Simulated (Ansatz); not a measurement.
# TiF+ (quintet): from Hartree-Fock to the top rungs, def2-QZVPP

An exercise on one series of results from a longer session: the logs are not shown, and one member is left open.

Computed with Ansatz 0.2.0, Gaussian basis. Level: def2-QZVPP, core rule «outside noble gas», up to 10 orbitals frozen.

To be run: UHF; ROHF; CCSD(T) on UHF.

2 further runs of the same task are left out: 2 set aside as unsound or not needed.

### The system

The geometry is a PBE0/def2-TZVP stationary point (not a proven minimum) of the parent state, kept for this charge and spin.

2 atoms, charge 1, spin multiplicity 5.

Atoms are counted from 1 here; the program's logs count them from 0.

Bond lengths: Ti1–F2 1.739 Å.

Set-up of the first run:

in.yaml reads:

```yaml
crystal:
  periodic: [false, false, false]
  atoms:
    - {symbol: Ti, position_ang: [0.000000, 0.000000, 0.000000]}
    - {symbol: F, position_ang: [0.000000, 0.000000, 1.738600]}
basis:
  gaussian: {orbitals: "def2-QZVPP.json"}
total_charge: 1
magnetization: {spin_polarized: true, initial_magnetization: 4}
hamiltonian: {xc: hf}
output: {orbitals: {seedname: orbitals}}
```

Launch:

```bash
> ansatz run in.yaml --threads 1 --pin off --events-out ev --progress --plain --max-ram 4096MiB --backend cpu
```

Steps of the session up to this table: UHF; ROHF; CCSD(T) on UHF.

One table of the session follows, with a row left open; its other results are not shown here.

| method | from UCCSD(T) (kcal/mol) |
| --- | --- |
| ROHF | +172.51 |
| UHF | ? |
| UMP2 | +14.68 |
| UCCSD | +3.67 |
| UCCSD(T) | 0 |

Estimate the missing values for UHF.

**Answer.** from UCCSD(T) (kcal/mol): +166.48. In the column «from UCCSD(T) (kcal/mol)» it lies between UMP2 (+14.68) and ROHF (+172.51).
